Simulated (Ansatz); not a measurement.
# B2ClH3S: the cost of one run

All numbers below are computed with Ansatz 0.2.0 (RKS B3LYP-D4/6-31G).

### 1 The starting structure

Bond lengths: B1–S2 1.775 Å, S2–B3 1.807 Å, B3–Cl4 1.694 Å, B1–H5 1.165 Å, B1–H6 1.165 Å, B3–H7 1.170 Å. Angles: B1–S2–B3 108.3°, S2–B1–H5 121.0°, S2–B1–H6 116.4°, H5–B1–H6 122.6°, S2–B3–Cl4 124.8°, S2–B3–H7 115.9°, Cl4–B3–H7 119.3°.

Structure file:

```xyz
7

B     0.1562   -0.4839   -1.3726
S    -0.9904    0.4429   -0.3840
B    -0.3277    0.5592    1.2936
Cl    1.1311   -0.1319    1.8066
H     1.1467   -0.8940   -0.9160
H    -0.1378   -0.6515   -2.4874
H    -0.9781    1.1591    2.0598
```

### 2 Relaxing the start

Contents of input.yaml:

```yaml
crystal:
  periodic: [false, false, false]
  atoms:
    - { symbol: B, position_ang: [0.15621, -0.48385, -1.37256] }
    - { symbol: S, position_ang: [-0.99042, 0.44289, -0.38399] }
    - { symbol: B, position_ang: [-0.32767, 0.55923, 1.29357] }
    - { symbol: Cl, position_ang: [1.13112, -0.13187, 1.80658] }
    - { symbol: H, position_ang: [1.14672, -0.89397, -0.91599] }
    - { symbol: H, position_ang: [-0.1378, -0.65149, -2.48739] }
    - { symbol: H, position_ang: [-0.97815, 1.15906, 2.05979] }
basis:
  gaussian: { orbitals: "6-31G" }
hamiltonian:
  xc: b3lyp
  dispersion: d4
relax:
  f_tol: 0.02
  max_steps: 40
scf:
  lower_state_search: "off"
```

Started as:

```console
$ ansatz run input.yaml --threads 1 --pin off --max-ram 2048MiB --backend cpu --events-out ev --progress --plain --runs-dir out
```

What time and memory should one allow on 1 thread of Intel Xeon Platinum 8488C (Sapphire Rapids), shared host?

About 14 s, with a peak of 0.14 GiB.
